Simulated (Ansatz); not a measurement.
**HfB2: how the settings move a single-point run**

Question: which choices in the input matter for HfB2?

Method: reference: DFT, PBEsol, all-electron LAPW, scalar-relativistic; levels and slopes on a fine mesh, independent-particle optical spectra, in Ansatz 0.2.0.

**1. The system as given**

Symmetry: P6/mmm, No. 191, hexagonal system. Conventional cell: a = 3.127 Å, b = 3.127 Å, c = 3.449 Å, α = 90.00°, β = 90.00°, γ = 120.00°. Hf (site symmetry 6/mmm) has 12 B at 2.50 Å in its first shell of neighbours. B (site symmetry -6m2) is surrounded by 3 B at 1.81 Å and 6 Hf at 2.50 Å.

As a file:

```
Hf B
1.0
     3.12665    0.00000    0.00000
    -1.56333    2.70776    0.00000
     0.00000    0.00000    3.44925
Hf B
1 2
Direct
  0.00000 0.00000 0.00000
  0.33333 0.66667 0.50000
  0.66667 0.33333 0.50000
```

**2. Baseline**

The input, input.yaml:

```yaml
crystal:
  lattice:
    - [3.12665114734, 0.0, 0.0]
    - [-1.56332557367, 2.70775932237, 0.0]
    - [0.0, 0.0, 3.449254796]
  atoms:
    - { symbol: Hf, position: [0.0, 0.0, 0.0] }
    - { symbol: B, position: [0.333333333333, 0.666666666667, 0.5] }
    - { symbol: B, position: [0.666666666667, 0.333333333333, 0.5] }
kpoints:
  mp_grid: { grid: [12, 12, 8] }
scf:
  occupations: { method: fermi_dirac, width: 0.1 }
hamiltonian:
  xc: pbesol
  pseudopotentials: { kind: all_electron, lapw: { basis_error: 0.001 } }
output:
  forces: true
  stress: true
  eigenvalues: true
  eigenstates:
    nscf_kmesh: { grid: [16, 16, 14] }
    de_dk: true
    e_range: [-14, 14]
  optics:
    e_range: [0, 30]
    de: 0.2
    sigma: 0.2
    bands: { spectra_wanted_up_to: 30 }
    nscf_kmesh: { grid: [16, 16, 14] }
    drude_damping: 0.03
checkpoint:
  write: ck
  write_wavefunctions: false
```

The run is started by

```
$ ansatz run input.yaml --threads 2 --pin off --max-ram 6144MiB --backend cpu --events-out ev --progress --plain --runs-dir out
```

**3. Changing settings: lower_state_search full**

input.yaml, as its differences from that of step 2:

```diff
@@ -13,2 +13,3 @@
   occupations: { method: fermi_dirac, width: 0.1 }
+  lower_state_search: full
 hamiltonian:
```

Before running it: what results should come out? Wanted: for each run, ending; energy change; pressure; gap; force.

**Answer**, as computed:

```
                       run     ending  energy change  pressure (GPa)  gap (eV)  force (eV/Å)  cycles     time
                 reference  converged              0             0.0      0.00          0.00       -  2.1 min
1: lower_state_search full  converged   0.0 meV/atom             0.0      0.00          0.00      11  8.4 min
```

Residual by cycle in the longest SCF loop of each run; runs are numbered as in the table. The quantity is the density residual dr2, in eV.

```
cycle  reference    run 1
    1       3.15     3.15
    2      0.853    0.853
    3      0.193    0.193
    4      0.032    0.032
    5     0.0029   0.0029
    6     2.3e-4   2.3e-4
    7     3.1e-6   3.1e-6
    8     9.7e-8   9.7e-8
    9     6.2e-9   6.2e-9
   10    9.2e-11  9.2e-11
   11    1.8e-12  1.8e-12
```

**Reading.** The changed input (search for lower states) leaves the energy the same to the digits printed.
